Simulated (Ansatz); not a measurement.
# C2H3NSi: the cost of one run

All numbers below are computed with Ansatz 0.2.0 (RKS PBE0/def2-SVP).

### Step 1. The system as given

Bond lengths: N1–C2 1.360 Å, C2–Si3 1.893 Å, C2–C4 1.355 Å, Si3–C4 1.861 Å, N1–H5 1.012 Å, N1–H6 1.008 Å, C4–H7 1.080 Å. Angles: N1–C2–Si3 156.9°, N1–C2–C4 135.3°, Si3–C2–C4 67.6°, C2–N1–H5 118.3°, C2–N1–H6 118.4°, H5–N1–H6 114.9°, C2–Si3–C4 42.3°, C2–C4–Si3 70.1°, C2–C4–H7 134.0°, Si3–C4–H7 155.9°.

Structure file:

```xyz
7

N    -0.4554    1.1122   -0.1132
C     0.1429   -0.0158    0.3541
Si    1.0229   -1.1273    1.6082
C     0.5663   -1.1796   -0.1953
H    -0.9082    1.0760   -1.0173
H    -0.8830    1.7378    0.5508
H     0.5145   -1.6034   -1.1873
```

### Step 2. End point A

input.yaml

```yaml
crystal:
  periodic: [false, false, false]
  atoms:
    - { symbol: "N", position_ang: [-0.45543, 1.11224, -0.11324] }
    - { symbol: C, position_ang: [0.14295, -0.01583, 0.35414] }
    - { symbol: Si, position_ang: [1.02289, -1.12725, 1.60819] }
    - { symbol: C, position_ang: [0.56632, -1.17963, -0.19525] }
    - { symbol: H, position_ang: [-0.90824, 1.07603, -1.0173] }
    - { symbol: H, position_ang: [-0.88299, 1.73782, 0.5508] }
    - { symbol: H, position_ang: [0.5145, -1.60338, -1.18733] }
basis:
  gaussian: { orbitals: def2-SVP }
hamiltonian:
  xc: pbe0
relax:
  f_tol: 0.015
  max_steps: 40
```

The run is started by

```bash
ansatz run input.yaml --threads 1 --pin off --max-ram 2048MiB --backend cpu --events-out ev --progress --plain --runs-dir out
```

**Question.** How long does this run take on 1 thread of an x86-64 CPU, shared host, and how much memory does it need?

About 12 s, with a peak of 0.15 GiB.
